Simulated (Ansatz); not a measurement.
# SiF3 (trifluorosilyl): UCCSDT(Q)/STO-3G

What is the electronic atomisation energy of SiF3 (trifluorosilyl) at UCCSDT(Q)/STO-3G? 

The results are computed with Ansatz 0.2.0.

45 further runs of the same task are left out: 7 that didn't finish, 38 set aside as unsound or not needed.

### Step 1. The structure to begin with

SiF3: 4 atoms, total charge 0, spin state doublet. SMILES: `F[Si](F)F`. The coordinates come from a GFN2-xTB relaxation.

Bond lengths: F1–Si2 1.590 Å, Si2–F3 1.590 Å, Si2–F4 1.590 Å. Angles: F1–Si2–F3 104.5°, F1–Si2–F4 104.3°, F3–Si2–F4 104.5°.

### Step 2. The energy at UCCSDT(Q)/STO-3G

Input file input.yaml:

```yaml
basis:
  gaussian: {orbitals: STO-3G}
crystal:
  periodic: [false, false, false]
  atoms:
    - {symbol: F, position_ang: [0.787890, -0.508980, 1.119030]}
    - {symbol: Si, position_ang: [-0.325240, 0.244050, 0.268860]}
    - {symbol: F, position_ang: [-0.962750, -0.889100, -0.646850]}
    - {symbol: F, position_ang: [0.500100, 1.154030, -0.741040]}
magnetization: {spin_polarized: true, initial_magnetization: 1}
accuracy: high
correlation: {method: ccsdt_q, frozen_orbitals: {F: 1, Si: 5}}
scf: {omitted_lower_state_checks: [cluster_reference, increment]}
```

Run with:

```
$ ansatz run input.yaml --threads 1 --pin off --max-ram 2610MiB --events-out events.jsonl --progress --plain --runs-dir runs
```

What it wrote:

```text
Warning: RAYON_NUM_THREADS=1 ignored (pool sized by the plan → 1); use --threads N
[... 11 lines left out ...]
8 core orbitals not correlated: weight in the atoms' cores, before any rotation towards them, 1.000 or more for the frozen orbitals, at most 0.000 for the correlated occupied ones
[... 28 lines left out ...]
Total energy: -15777.78517506 eV, -579.8229106167 hartree
Checks for a lower state left out: cluster_reference, increment
```

It took 1.5 s on 1 thread of AMD EPYC 9R45 (Zen 5), shared host; peak memory 0.21 GiB.

### Step 3. The F atom

Input file in.yaml:

```yaml
basis:
  gaussian:
    orbitals: STO-3G
crystal:
  periodic: [false, false, false]
  atoms:
    - symbol: F
      position_ang: [0.000000, 0.000000, 0.000000]
magnetization:
  spin_polarized: true
  initial_magnetization: 1
correlation:
  method: ccsdt_q
  frozen_orbitals: {F: 1}
accuracy: high
scf:
  omitted_lower_state_checks: [cluster_reference, increment]
```

Run with:

```
$ ansatz run in.yaml --threads 1 --pin off --max-ram 2610MiB --events-out events.jsonl --progress --plain --runs-dir runs
```

What it wrote (excerpt; [...] marks lines left out):

```text
Warning: RAYON_NUM_THREADS=1 ignored (pool sized by the plan → 1); use --threads N
Functional definition: HF
  name "HF"
[...]
15 factors; integrals over basis functions are off by at most 1.2e-9 eV
[...]
mean field -2666.34863534 eV, -97.9865050328 hartree, gradient 0.0e0 eV, S^2 0.750000; 2 other end points of the search recorded, 0 dependent functions left out
1 core orbitals not correlated: weight in the atoms' cores, before any rotation towards them, 1.000 or more for the frozen orbitals, at most 0.000 for the correlated occupied ones
reference -2666.34863534 eV, -97.9865050328 hartree; 4, 3 occupied and 0, 1 virtual orbitals, 15 factors
second order 0.00000000 eV of doubles, 0.00000000 eV of singles
cycle   1  0.00000000 eV  change     0.0e0 eV  update    0.0e0
cycle   2  0.00000000 eV  change     0.0e0 eV  update    0.0e0
perturbative correction 0.00000000 eV, 0.0000000000 hartree
Total energy: -2666.34863534 eV, -97.9865050328 hartree
Checks for a lower state left out: cluster_reference, increment
```

It took 0.12 s on 1 thread of AMD EPYC 9R45 (Zen 5), shared host.

### Step 4. The Si atom

Input file molecule.yaml:

```yaml
crystal:
  periodic: [false, false, false]
  atoms:
    - {symbol: Si, position_ang: [0.000000, 0.000000, 0.000000]}
basis:
  gaussian:
    orbitals: STO-3G
magnetization:
  spin_polarized: true
  initial_magnetization: 2
correlation:
  method: ccsdt_q
  frozen_orbitals: {Si: 5}
accuracy: high
scf:
  omitted_lower_state_checks: [cluster_reference, increment]
```

Run the same way, it converges to -285.47963 Eh (log not shown).

### Step 5. What came out

At UCCSDT(Q)/STO-3G, 8 core orbitals frozen:

```
                                             quantity          value
                               molecule: total energy  -579.82291 Eh
molecule: correlation energy (8 core orbitals frozen)      -94.2 mEh
          molecule: ⟨S²⟩ of the reference determinant          0.759
                              molecule: T1 diagnostic          0.016
                                 F atom: total energy   -97.98651 Eh
   F atom: correlation energy (1 core orbital frozen)        0.0 mEh
            F atom: ⟨S²⟩ of the reference determinant          0.750
                                F atom: T1 diagnostic          0.000
                                Si atom: total energy  -285.47963 Eh
 Si atom: correlation energy (5 core orbitals frozen)      -13.4 mEh
           Si atom: ⟨S²⟩ of the reference determinant          2.000
                               Si atom: T1 diagnostic          0.000
                        electronic atomisation energy      10.443 eV
```

In words: Taking the molecule apart into free atoms costs 10.44 eV (241 kcal/mol), before zero-point energy and without spin-orbit coupling. In a minimal basis such a difference can be off by several eV, whatever the method.
